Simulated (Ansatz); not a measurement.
# C3H9ISn: taking an electron away

An exercise on one series of results from a longer session: the logs are not shown, and one member is left open.

Method: unrestricted cation, the program's frozen cores in correlated methods; program: Ansatz 0.2.0, Gaussian basis.

Levels to be run: UKS PBE-D4/def2-TZVPP; UKS r2SCAN-D4/def2-TZVPP; UKS PBE0-D4/def2-TZVPP; UKS B3LYP-D4/def2-TZVPP; UKS wB97X-V/def2-TZVPP; UKS wB97M-V/def2-TZVPP; UKS B2PLYP/def2-TZVPP; UHF-CCSD(T)/def2-TZVPP; UHF-MP2/def2-QZVPP; extrapolation to the limit; then −ε(HOMO) from the neutral's earlier runs with LDA (SPW92), PBE-D4, revPBE-D4, BLYP-D4, r2SCAN-D4, B97M-V, PBE0-D4, B3LYP-D4, r2SCANh-D4, r2SCAN0-D4, HSE06-D4, BHLYP-D4, CAM-B3LYP-D4, LC-ωPBE, ωB97X-V, ωB97M-V.

1 further run of the same task is left out (for a known fault of the program).

**The relaxed structure**

The geometry comes from an earlier relaxation with PBE0-D4 in a triple-zeta def2 set; it is a stationary point, not always the lowest conformer. Sn, I take the def2 core potential; no spin-orbit term is included.

SMILES `[CH3][Sn]([CH3])([CH3])[I]`, 14 atoms, charge 0, spin multiplicity 1.

Atoms are counted from 1 here; the program's logs count them from 0.

Bond lengths: C1–Sn2 2.136 Å, C1–H6 1.091 Å, C1–H7 1.090 Å, C1–H8 1.090 Å, Sn2–C3 2.136 Å, Sn2–C4 2.136 Å, Sn2–I5 2.712 Å, C3–H9 1.090 Å, C3–H10 1.091 Å, C3–H11 1.090 Å, C4–H12 1.091 Å, C4–H13 1.090 Å, C4–H14 1.090 Å. Angles: Sn2–C1–H6 110.0°, Sn2–C1–H7 109.6°, Sn2–C1–H8 109.6°, H6–C1–H7 109.3°, H6–C1–H8 109.3°, H7–C1–H8 109.1°, C1–Sn2–C3 112.8°, C1–Sn2–C4 112.8°, C1–Sn2–I5 105.9°, C3–Sn2–C4 112.8°, C3–Sn2–I5 105.9°, C4–Sn2–I5 105.9°, Sn2–C3–H9 109.6°, Sn2–C3–H10 109.9°, Sn2–C3–H11 109.6°, H9–C3–H10 109.3°, H9–C3–H11 109.1°, H10–C3–H11 109.3° and more.

As a file:

```
C    -1.6604    1.2002    0.2621
Sn    0.1864    0.2370   -0.2133
C     1.4144   -0.0910    1.5040
C    -0.0791   -1.5266   -1.3895
I     1.5509    1.9785   -1.7818
H    -2.2658    0.5517    0.8981
H    -1.4616    2.1343    0.7868
H    -2.2072    1.4161   -0.6554
H     1.5870    0.8550    2.0166
H     0.9221   -0.7860    2.1866
H     2.3722   -0.5087    1.1947
H    -0.6168   -2.2814   -0.8129
H     0.8937   -1.9221   -1.6806
H    -0.6489   -1.2860   -2.2866
```

The first run:

File in.yaml:

```yaml
crystal:
  periodic: [false, false, false]
  atoms:
    - {symbol: C, position_ang: [-1.660402, 1.200153, 0.262128]}
    - {symbol: Sn, position_ang: [0.186448, 0.237016, -0.213259]}
    - {symbol: C, position_ang: [1.414447, -0.091035, 1.503999]}
    - {symbol: C, position_ang: [-0.079072, -1.526623, -1.389509]}
    - {symbol: I, position_ang: [1.550942, 1.978492, -1.781751]}
    - {symbol: H, position_ang: [-2.265753, 0.551695, 0.898050]}
    - {symbol: H, position_ang: [-1.461603, 2.134300, 0.786778]}
    - {symbol: H, position_ang: [-2.207219, 1.416081, -0.655358]}
    - {symbol: H, position_ang: [1.586970, 0.854953, 2.016587]}
    - {symbol: H, position_ang: [0.922085, -0.785984, 2.186627]}
    - {symbol: H, position_ang: [2.372226, -0.508666, 1.194725]}
    - {symbol: H, position_ang: [-0.616847, -2.281398, -0.812918]}
    - {symbol: H, position_ang: [0.893683, -1.922124, -1.680592]}
    - {symbol: H, position_ang: [-0.648906, -1.285959, -2.286608]}
basis:
  gaussian: {orbitals: def2-TZVPP}
total_charge: 1
magnetization: {spin_polarized: true, initial_magnetization: 1}
hamiltonian: {xc: pbe, dispersion: d4}
```

Command:

```console
$ ansatz run in.yaml --threads 2 --pin off --events-out ev --progress --plain --max-ram 32768MiB --backend cuda --devices 0, --max-vram 18GiB
```

Among the steps run: Cation, UKS PBE-D4/def2-TZVPP; Cation, UKS r2SCAN-D4/def2-TZVPP; Cation, UKS PBE0-D4/def2-TZVPP; Cation, UKS B3LYP-D4/def2-TZVPP; Cation, UKS wB97X-V/def2-TZVPP; Cation, UKS wB97M-V/def2-TZVPP; Cation, UKS B2PLYP (frozen core)/def2-TZVPP; Cation, UHF-CCSD(T)/def2-TZVPP; Cation, UHF-MP2/def2-QZVPP.

One table of the session follows, with a row left open; its other results are not shown here.

It belongs to the step «Ionisation energies side by side». Orbital estimates, from the neutral's runs:

```
  functional  −ε(HOMO) (eV)
 LDA (SPW92)           6.13
      PBE-D4           5.98
   revPBE-D4           5.93
     BLYP-D4           5.80
   r2SCAN-D4           6.27
      B97M-V           6.30
     PBE0-D4           7.10
    B3LYP-D4              ?
  r2SCANh-D4           6.67
  r2SCAN0-D4           7.29
    HSE06-D4           6.71
    BHLYP-D4           8.05
CAM-B3LYP-D4           8.34
     LC-ωPBE           9.68
     ωB97X-V           9.35
     ωB97M-V           9.23
```

**Question.** Estimate the row for B3LYP-D4.

Worked estimate for «−ε(HOMO) (eV)». Against the share of exact exchange, BLYP-D4 (0, 5.80), BHLYP-D4 (0.5, 8.05) give a slope of 4.50 per unit share; at 0.2 the line stands at 6.70.

The run gave: −ε(HOMO) (eV): 6.85. In «−ε(HOMO) (eV)» the line misses by -0.15.
